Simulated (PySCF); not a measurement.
# Os3 (Os3-): the cost of one run

The runs use PySCF 2.14.0; TPSS, Os def2-SVP with ECP60; scalar-relativistic core potentials, no spin–orbit coupling.

1 further run of the same task is left out (set aside as unsound or not needed).

## Step 1: Where the work starts

3 atoms, charge -1, spin multiplicity 2.

Bond lengths: Os1–Os2 2.399 Å, Os1–Os3 2.399 Å, Os2–Os3 2.399 Å. Angles: Os2–Os1–Os3 60.0°, Os1–Os2–Os3 60.0°, Os1–Os3–Os2 60.0°.

Geometry (Å):

| atom | x (Å) | y (Å) | z (Å) |
| --- | --- | --- | --- |
| Os1 | 1.3848 | 0.0000 | 0.0000 |
| Os2 | -0.6924 | 1.1993 | 0.0000 |
| Os3 | -0.6924 | -1.1993 | 0.0000 |

## Step 2: SCF at the start, doublet

run.py (the lines that set the calculation) reads:

```python
mol = gto.M(atom='''
Os     1.38480     0.00000     0.00000
Os    -0.69240     1.19930     0.00000
Os    -0.69240    -1.19930     0.00000''',
    basis={'Os': 'def2-SVP'},
    ecp={'Os': 'def2-SVP'},
    charge=-1, spin=1)
mf = dft.UKS(mol, xc='TPSS')
mf.grids.atom_grid = (50, 194)
mf = mf.density_fit()  # fitting sets: Os def2-universal-JKFIT
mf.conv_tol = 1e-08; mf.max_cycle = 55
mf.kernel(dm0)  # dm0: free metal ions and neutral atoms
```

Started as:

```sh
OMP_NUM_THREADS=2 python run.py
```

What time and memory should one allow on 2 threads of Intel Xeon Platinum 8259CL at 2.50GHz (Skylake/Cascade Lake), shared host?

About 5.1 min, with a peak of 0.47 GiB.
